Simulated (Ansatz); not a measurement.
# H6NSbSi: one species, many methods

The task here is to estimate one member of a computed series from the others.

Method: functionals in def2-TZVPP, the program's frozen cores in correlated methods; program: Ansatz 0.2.0, Gaussian basis.

Levels to be run: LDA (SPW92), PBE-D4, revPBE-D4, BLYP-D4, r2SCAN-D4, B97M-V, PBE0-D4, B3LYP-D4, r2SCANh-D4, r2SCAN0-D4, HSE06-D4, BHLYP-D4, CAM-B3LYP-D4, LC-ωPBE, ωB97X-V, ωB97M-V, B2PLYP, PBE-QIDH; CCSD(T)/def2-SVP; CCSD(T)/def2-TZVPP; MP2/def2-QZVPP; extrapolation to the limit; RPA on PBE.

**Structure used throughout**

An earlier PBE0-D4 in a triple-zeta def2 set relaxation fixed the geometry. Sb takes the def2 core potential; no spin-orbit term is included.

SMILES `[NH2][SbH][SiH3]`, 9 atoms, charge 0, spin multiplicity 1.

Atoms are counted from 1 here; the program's logs count them from 0.

Bond lengths: N1–Sb2 2.046 Å, N1–H4 1.012 Å, N1–H5 1.012 Å, Sb2–Si3 2.588 Å, Sb2–H6 1.711 Å, Si3–H7 1.489 Å, Si3–H8 1.490 Å, Si3–H9 1.489 Å. Angles: Sb2–N1–H4 110.7°, Sb2–N1–H5 113.7°, H4–N1–H5 107.9°, N1–Sb2–Si3 98.2°, N1–Sb2–H6 93.7°, Si3–Sb2–H6 90.0°, Sb2–Si3–H7 109.7°, Sb2–Si3–H8 110.4°, Sb2–Si3–H9 111.2°, H7–Si3–H8 108.1°, H7–Si3–H9 108.5°, H8–Si3–H9 108.9°.

The first run:

in.yaml

```yaml
crystal:
  periodic: [false, false, false]
  atoms:
    - {symbol: N, position_ang: [-0.047893, 0.620329, -1.934282]}
    - {symbol: Sb, position_ang: [1.099091, 0.995960, -0.282279]}
    - {symbol: Si, position_ang: [0.038665, -0.747715, 1.308754]}
    - {symbol: H, position_ang: [0.432534, -0.005784, -2.568289]}
    - {symbol: H, position_ang: [-0.950082, 0.214169, -1.720087]}
    - {symbol: H, position_ang: [0.035457, 2.193843, 0.320123]}
    - {symbol: H, position_ang: [0.618994, -2.091661, 1.038719]}
    - {symbol: H, position_ang: [-1.432430, -0.825300, 1.086466]}
    - {symbol: H, position_ang: [0.293964, -0.400243, 2.733775]}
basis:
  gaussian: {orbitals: def2-TZVPP}
hamiltonian: {xc: lda}
output: {orbitals: {seedname: orbitals}}
```

Among the steps run: LDA; PBE-D4 (GGA); revPBE-D4 (GGA); BLYP-D4 (GGA); r2SCAN-D4 (meta-GGA); B97M-V (meta-GGA); PBE0-D4 (hybrid); B3LYP-D4 (hybrid); r2SCANh-D4 (hybrid); r2SCAN0-D4 (hybrid); HSE06-D4 (hybrid); BHLYP-D4 (hybrid); CAM-B3LYP-D4 (range-separated); LC-ωPBE (range-separated); ωB97X-V (range-separated); ωB97M-V (range-separated); B2PLYP (double hybrid); PBE-QIDH (double hybrid).

One table of the session follows, with a row left open; its other results are not shown here.

It belongs to the step «Frontier levels by functional». 

| functional | HOMO (eV) | gap (eV) |
| --- | --- | --- |
| LDA (SPW92) | -5.90 | 4.03 |
| PBE-D4 | -5.78 | 4.09 |
| revPBE-D4 | ? | ? |
| BLYP-D4 | -5.63 | 4.04 |
| r2SCAN-D4 | -6.03 | 4.58 |
| B97M-V | -6.14 | 4.55 |
| PBE0-D4 | -6.90 | 5.99 |
| B3LYP-D4 | -6.70 | 5.57 |
| r2SCANh-D4 | -6.46 | 5.28 |
| r2SCAN0-D4 | -7.06 | 6.29 |
| HSE06-D4 | -6.52 | 5.24 |
| BHLYP-D4 | -7.81 | 7.68 |
| CAM-B3LYP-D4 | -8.11 | 8.14 |
| LC-ωPBE | -9.34 | 10.49 |
| ωB97X-V | -9.04 | 10.05 |
| ωB97M-V | -8.90 | 9.66 |

Q: Estimate the row for revPBE-D4 from the others.

**Answer.** HOMO (eV): -5.73; gap (eV): 4.13. In the column «HOMO (eV)» it lies between PBE-D4 (-5.78) and BLYP-D4 (-5.63).
